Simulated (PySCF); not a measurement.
**KNa: changing the method**

Starting from one script, swap the method and compare what comes out for KNa.

Program: PySCF 2.14.0. Level of theory: each script names its method and basis. These are calculated values, not measurements.

3 further runs of the same task are left out: 3 that didn't finish.

## Step 1: The starting structure

KNa: 2 atoms, charge 0, spin multiplicity 1.

No contacts short enough for the rule that draws bonds.

## Step 2: Base script

Input file input.py:

```python
from pyscf import gto, dft

mol = gto.M(
    atom='K 0 0 0; Na 0 0 4.048',
    basis='def2-svpd',
    charge=0,
    spin=0,
    verbose=4,
)
mf = dft.UKS(mol, xc='olyp')
mf = mf.density_fit(auxbasis='def2-universal-jkfit')
mf.kernel()
g = mf.nuc_grad_method()
g.grid_response = True
g.kernel()
mf.dip_moment()
print('orbital energies (hartree):', [e[max(0, n-3):n+3].round(4) for e, n in zip(mf.mo_energy, mol.nelec)])
```

Command:

```
> python input.py
```

## Step 3: MP2 (UHF)

Variant 1 changes step after the SCF: gradient → mp2; SCF type: UKS → UHF; functional: olyp → none (Hartree–Fock); frozen orbitals: none → 6.

Input file input.py:

```python
from pyscf import gto, scf, mp

mol = gto.M(
    atom='K 0 0 0; Na 0 0 4.048',
    basis='def2-svpd',
    charge=0,
    spin=0,
    verbose=4,
)
mf = scf.UHF(mol)
mf = mf.density_fit(auxbasis='def2-universal-jkfit')
mf.kernel()
mp.MP2(mf, frozen=6).kernel()
mf.dip_moment()
print('orbital energies (hartree):', [e[max(0, n-3):n+3].round(4) for e, n in zip(mf.mo_energy, mol.nelec)])
```

## Step 4: ROKS

Variant 2 changes SCF type: UKS → ROKS.

Input file input.py:

```python
from pyscf import gto, dft

mol = gto.M(
    atom='K 0 0 0; Na 0 0 4.048',
    basis='def2-svpd',
    charge=0,
    spin=0,
    verbose=4,
)
mf = dft.ROKS(mol, xc='olyp')
mf = mf.density_fit(auxbasis='def2-universal-jkfit')
mf.kernel()
g = mf.nuc_grad_method()
g.grid_response = True
g.kernel()
mf.dip_moment()
print('orbital energies (hartree):', mf.mo_energy[..., max(0, mol.nelec[1]-3):mol.nelec[0]+3].round(4))
```

## Step 5: CASSCF (ROHF)

Variant 3 changes step after the SCF: gradient → casscf; SCF type: UKS → ROHF; functional: olyp → none (Hartree–Fock); active space: none → 8 electrons in 6 orbitals.

Input file input.py:

```python
from pyscf import gto, scf, mcscf

mol = gto.M(
    atom='K 0 0 0; Na 0 0 4.048',
    basis='def2-svpd',
    charge=0,
    spin=0,
    verbose=4,
)
mf = scf.ROHF(mol)
mf = mf.density_fit(auxbasis='def2-universal-jkfit')
mf.kernel()
mc = mcscf.CASSCF(mf, 6, 8)
mc.kernel()
mc.analyze()
mf.dip_moment()
print('orbital energies (hartree):', mf.mo_energy[..., max(0, mol.nelec[1]-3):mol.nelec[0]+3].round(4))
```

## Step 6: CASCI (ROHF)

Variant 4 changes step after the SCF: gradient → casci; SCF type: UKS → ROHF; functional: olyp → none (Hartree–Fock); active space: none → 2 electrons in 4 orbitals.

Input file input.py:

```python
from pyscf import gto, scf, mcscf

mol = gto.M(
    atom='K 0 0 0; Na 0 0 4.048',
    basis='def2-svpd',
    charge=0,
    spin=0,
    verbose=4,
)
mf = scf.ROHF(mol)
mf = mf.density_fit(auxbasis='def2-universal-jkfit')
mf.kernel()
mc = mcscf.CASCI(mf, 4, 2)
mc.kernel()
mc.analyze()
mf.dip_moment()
print('orbital energies (hartree):', mf.mo_energy[..., max(0, mol.nelec[1]-3):mol.nelec[0]+3].round(4))
```

## Step 7: SCF alone

Variant 5 changes step after the SCF: gradient → none.

Changes to input.py since step 2:

```diff
@@ -12,5 +12,2 @@
 mf.kernel()
-g = mf.nuc_grad_method()
-g.grid_response = True
-g.kernel()
 mf.dip_moment()
```

What does the calculation give? Wanted: for each run, E(SCF); from base; gap; SCF dipole; after the SCF.

**Answer**, as computed:

```
          run  E(SCF) (hartree)  from base (eV)  cycles  gap (eV)  SCF dipole (D)                           after the SCF
         base       -762.116230               0      10      0.84            2.59                                     n/a
    MP2 (UHF)       -760.867182  not comparable      13      3.68            3.87  MP2 correlation -1.743 eV, core frozen
         ROKS       -762.116230          0.0000      10       n/a            2.59                                     n/a
CASSCF (ROHF)       -760.867182  not comparable       7       n/a            3.87            CASSCF correlation -0.450 eV
 CASCI (ROHF)       -760.867182  not comparable       7       n/a            3.87             CASCI correlation -0.117 eV
    SCF alone       -762.116230          0.0000      10      0.84            2.59                                     n/a
```

In words: No change of the SCF energy comes from ROKS. The dearest run is “CASSCF (ROHF)”, at 11 s against 3.6 s.
